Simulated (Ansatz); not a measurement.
Run this with the Ansatz DFT code, driven from Python and show what comes out.

Input file `gair.xyz`:
```text
2
Lattice="3.004 0.0 0.0 0.0 3.004 0.0 0.0 0.0 3.004" Properties=species:S:1:pos:R:3 pbc="T T T"
Ga    0.00000000    0.00000000    0.00000000
Ir    1.50200000    1.50200000    1.50200000
```

`dfpt_gair.py`
```python
"""DFPT phonons of GaIr."""

from pathlib import Path

import ansatz as az
import numpy as np


def main() -> None:
    xtal = az.Crystal.from_extxyz("gair.xyz")

    base = (
        xtal.calculation()
        .functional(az.Functional.LDA)
        .basis(510)
        .occupations("fermi_dirac", width=0.15)
        .kpoints(10, 10, 10)
        .phonons("dfpt", points=[(0, 0, 0), (0.5, 0, 0), (0.5, 0.5, 0)])
    )
    done = base.run(runs_dir="runs")
    ph = done.phonons

    for q in ph.qpoints:
        thz = np.asarray(q.omega_inv_cm) / 33.35641
        print("q = ({:.2f}, {:.2f}, {:.2f})".format(*q.q_frac), np.round(thz, 2) + 0.0, "THz")


if __name__ == "__main__":
    main()
```

```console
$ python dfpt_gair.py
q = (0.00, 0.00, 0.00) [0.   0.   0.   5.34 5.34 5.34] THz
q = (0.50, 0.00, 0.00) [2.31 2.31 4.73 5.09 5.09 7.69] THz
q = (0.50, 0.50, 0.00) [2.93 3.13 3.13 4.48 6.87 6.87] THz
```

The cell isn't relaxed first, so the values belong to this volume. For a metal this k-point mesh is coarse: on a finer one energies can move by several to tens of meV an atom and pressures by half a GPa or more, differences at one mesh by less. Spin-orbit coupling, which matters for elements this heavy, is left out. The structure is a deposited one; some such entries were measured under pressure or heat, so a shift against it needn't be the functional's error alone. The structure is taken as given; imaginary modes can come from an unrelaxed or unstable start. Phonons of metals also depend on mesh and smearing. The whole script took 100 s on 1 thread of Arm Neoverse V2 (shared host), peak memory 0.74 GiB.
